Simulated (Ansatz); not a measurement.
**BTeHF radical (SMILES FB[Te]): one structure at several levels**

The atoms stand at a structure displaced at random from a GFN2-xTB minimum. How far do the functionals agree with CCSD(T) there?

The runs use Ansatz 0.2.0, Gaussian basis; single points in def2-TZVPP.

Correlated methods freeze the cores. Filled d shells of the heavier atoms are correlated. Core potentials replace the inner electrons past krypton, and spin-orbit coupling is left out. Orbitals are unrestricted. B3LYP uses VWN-RPA correlation.

### Step 1. Starting geometry

SMILES `FB[Te]`, 4 atoms, charge 0, spin multiplicity 2.

Atoms are counted from 1 here; the program's logs count them from 0.

Bond lengths: F1–B2 1.306 Å, B2–Te3 2.108 Å, B2–H4 1.172 Å. Angles: F1–B2–Te3 120.7°, F1–B2–H4 117.4°, Te3–B2–H4 121.9°.

As a file:

```xyz
4

F    -0.08930    0.97320   -1.00040
B    -0.17970    0.08550   -0.04730
Te    1.52180   -0.98100    0.59260
H    -1.23110   -0.07020    0.44740
```

### Step 2. CCSD(T)/def2-TZVPP

File run/in.yaml:

```yaml
crystal:
  periodic: [false, false, false]
  atoms:
    - {symbol: F, position_ang: [-0.089300, 0.973200, -1.000400]}
    - {symbol: B, position_ang: [-0.179700, 0.085500, -0.047300]}
    - {symbol: Te, position_ang: [1.521800, -0.981000, 0.592600]}
    - {symbol: H, position_ang: [-1.231100, -0.070200, 0.447400]}
basis:
  gaussian: {orbitals: def2-TZVPP}
magnetization: {spin_polarized: true, initial_magnetization: 1}
correlation: {method: ccsd_t}
scf: {omitted_lower_state_checks: [cluster_reference]}
output: {forces: true}
```

The command line of these runs was not kept.

### Step 3. PBE0-D4/def2-TZVPP

Changes to run/in.yaml since step 2:

```diff
@@ -10,4 +10,3 @@
 magnetization: {spin_polarized: true, initial_magnetization: 1}
-correlation: {method: ccsd_t}
-scf: {omitted_lower_state_checks: [cluster_reference]}
-output: {forces: true}
+hamiltonian: {xc: pbe0, dispersion: d4}
+output: {forces: true, orbitals: {seedname: orbitals}}
```

### Step 4. wB97M-V/def2-TZVPP

Changes to run/in.yaml since step 3:

```diff
@@ -10,3 +10,3 @@
 magnetization: {spin_polarized: true, initial_magnetization: 1}
-hamiltonian: {xc: pbe0, dispersion: d4}
-output: {forces: true, orbitals: {seedname: orbitals}}
+hamiltonian: {xc: {name: wB97M-V}}
+output: {forces: true}
```

### Step 5. r2SCAN-D4/def2-TZVPP

Changes to run/in.yaml since step 4:

```diff
@@ -10,3 +10,3 @@
 magnetization: {spin_polarized: true, initial_magnetization: 1}
-hamiltonian: {xc: {name: wB97M-V}}
+hamiltonian: {xc: r2scan, dispersion: d4}
 output: {forces: true}
```

### Step 6. PBE-D4/def2-TZVPP

Changes to run/in.yaml since step 5:

```diff
@@ -10,3 +10,3 @@
 magnetization: {spin_polarized: true, initial_magnetization: 1}
-hamiltonian: {xc: r2scan, dispersion: d4}
+hamiltonian: {xc: pbe, dispersion: d4}
 output: {forces: true}
```

### Step 7. LC-wPBE/def2-TZVPP

Changes to run/in.yaml since step 6:

```diff
@@ -10,3 +10,3 @@
 magnetization: {spin_polarized: true, initial_magnetization: 1}
-hamiltonian: {xc: pbe, dispersion: d4}
+hamiltonian: {xc: {name: LC-wPBE}}
 output: {forces: true}
```

### Step 8. B3LYP-D4/def2-TZVPP

Changes to run/in.yaml since step 7:

```diff
@@ -10,3 +10,3 @@
 magnetization: {spin_polarized: true, initial_magnetization: 1}
-hamiltonian: {xc: {name: LC-wPBE}}
+hamiltonian: {xc: {name: B3LYP}, dispersion: d4}
 output: {forces: true}
```

(Steps that only read results are left out.)

Before running it: what results should come out? Wanted: energy less free atoms, CCSD(T)/def2-TZVPP; RMS force component; RMS force error; HOMO and LUMO, PBE0-D4; T1 diagnostic.

The runs gave:

| quantity | value |
| --- | --- |
| energy less free atoms, CCSD(T)/def2-TZVPP | -1271.7 kJ/mol |
| RMS force component | 0.343 to 0.546 eV/Å over the methods |
| RMS force error | PBE0-D4 0.131, wB97M-V 0.050, r2SCAN-D4 0.065, PBE-D4 0.145, LC-wPBE 0.114, B3LYP-D4 0.074 eV/Å |
| HOMO and LUMO, PBE0-D4 | -6.96 and -4.34 eV |
| T1 diagnostic | 0.013 |

What this shows: Against CCSD(T) the functionals' energies less atoms differ by -83.4 to -36.8 kJ/mol, PBE-D4 by -83.4 kJ/mol. A larger basis would deepen the CCSD(T) value, while the functionals are nearly converged already, so the order here is not reliable. For forces wB97M-V does best and PBE-D4 worst.
